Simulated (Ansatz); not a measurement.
# ZrH₄N₂Cl₂: basis-set convergence

Aim: see how fast density functionals converge with the basis set for ZrH₄N₂Cl₂.

Computed with Ansatz 0.2.0, Gaussian basis. Level: one geometry, several basis sets.

Plan: PBE0-D4/def2-SVP; ωB97M-V/def2-SVP; PBE0-D4/def2-QZVPP; ωB97M-V/def2-QZVPP; the functionals' def2-TZVPP values are taken from earlier runs.

## (1) The geometry

All runs share one geometry, relaxed beforehand with PBE0-D4 in a triple-zeta def2 set. Zr takes the def2 core potential; no spin-orbit term is included.

9 atoms, charge 0, spin multiplicity 1.

Atoms are counted from 1 here; the program's logs count them from 0.

Bond lengths: N1–Zr2 2.010 Å, N1–H6 1.012 Å, N1–H7 1.010 Å, Zr2–N3 2.006 Å, Zr2–Cl4 2.363 Å, Zr2–Cl5 2.363 Å, N3–H8 1.012 Å, N3–H9 1.012 Å. Angles: Zr2–N1–H6 124.2°, Zr2–N1–H7 126.6°, H6–N1–H7 109.2°, N1–Zr2–N3 105.2°, N1–Zr2–Cl4 108.7°, N1–Zr2–Cl5 108.7°, N3–Zr2–Cl4 110.4°, N3–Zr2–Cl5 110.4°, Cl4–Zr2–Cl5 113.1°, Zr2–N3–H8 125.3°, Zr2–N3–H9 125.3°, H8–N3–H9 109.1°.

## (2) PBE0-D4 in def2-SVP

in.yaml reads:

```yaml
crystal:
  periodic: [false, false, false]
  atoms:
    - {symbol: N, position_ang: [-1.401143, 0.828974, 0.435730]}
    - {symbol: Zr, position_ang: [0.489997, 0.148038, 0.430692]}
    - {symbol: N, position_ang: [0.603189, -1.080185, -1.150698]}
    - {symbol: Cl, position_ang: [0.869293, -1.049852, 2.431943]}
    - {symbol: Cl, position_ang: [1.954616, 1.981747, 0.154774]}
    - {symbol: H, position_ang: [-1.771600, 1.475706, 1.120641]}
    - {symbol: H, position_ang: [-2.127688, 0.593031, -0.224975]}
    - {symbol: H, position_ang: [0.464132, -2.082281, -1.123184]}
    - {symbol: H, position_ang: [0.919193, -0.815168, -2.074923]}
basis:
  gaussian: {orbitals: def2-SVP}
hamiltonian: {xc: pbe0, dispersion: d4}
output: {orbitals: {seedname: orbitals}}
```

On the command line:

```
$ ansatz run in.yaml --threads 4 --pin off --events-out ev --progress --plain --max-ram 10444MiB
```

After this run come: ωB97M-V in def2-SVP; PBE0-D4 in def2-QZVPP; ωB97M-V in def2-QZVPP.

Before running them: what should the planned runs give, taken together? Wanted: PBE0-D4: double and triple zeta above quadruple; ωB97M-V: double and triple zeta above quadruple.

**Answer**, as computed:

| quantity | value |
| --- | --- |
| PBE0-D4: double and triple zeta above quadruple | 13.52, 1.00 eV |
| ωB97M-V: double and triple zeta above quadruple | 13.51, 0.95 eV |

PBE0-D4 gains 12.52 eV from double to triple zeta, then 1.00 eV more. These are total energies; as a rule much of such shifts cancels in differences, which this series doesn't test.
